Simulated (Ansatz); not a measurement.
**CoCl (quintet): from a generated start to a stationary point**

Aim: relax a generated start of CoCl (quintet) and see which bonds hold.

Computed with Ansatz 0.2.0, Gaussian basis. Level: UKS PBE0/def2-TZVP.

### Step 1. The system as given

2 atoms, charge 0, spin multiplicity 5.

Atoms are counted from 1 here; the program's logs count them from 0.

Bond lengths: Co1–Cl2 2.280 Å.

The start is set by covalent radii. Sticks and bond lists go by distance. 

### Step 2. Relaxation

in.yaml

```yaml
crystal:
  periodic: [false, false, false]
  atoms:
    - {symbol: Co, position_ang: [0.000000, 0.000000, 0.000000]}
    - {symbol: Cl, position_ang: [0.000000, 0.000000, 2.280000]}
basis:
  gaussian: {orbitals: def2-TZVP}
magnetization: {spin_polarized: true, initial_magnetization: 4}
hamiltonian: {xc: pbe0}
relax: {f_tol: 0.004, max_steps: 80}
```

The run is started by

```bash
ansatz run in.yaml --threads 1 --pin off --events-out ev --progress --plain --max-ram 2176MiB
```

**Question.** What will these runs give? Wanted: energy gained; shift from the start; total energy; dipole moment; ⟨S²⟩.

The runs gave:

| quantity | value |
| --- | --- |
| steps | 4 |
| energy gained | 0.060 eV |
| shift from the start (rms) | 0.054 Å |
| total energy | -50139.8436 eV |
| dipole moment | 2.82 D |
| ⟨S²⟩ | 6.003 |

What this shows: The bonds of the start are those of the end. Co1–Cl2 went from 2.280 to 2.173 Å. No vibrations were run, so this is a stationary point, not a proven minimum, and this spin need not be the ground state's.
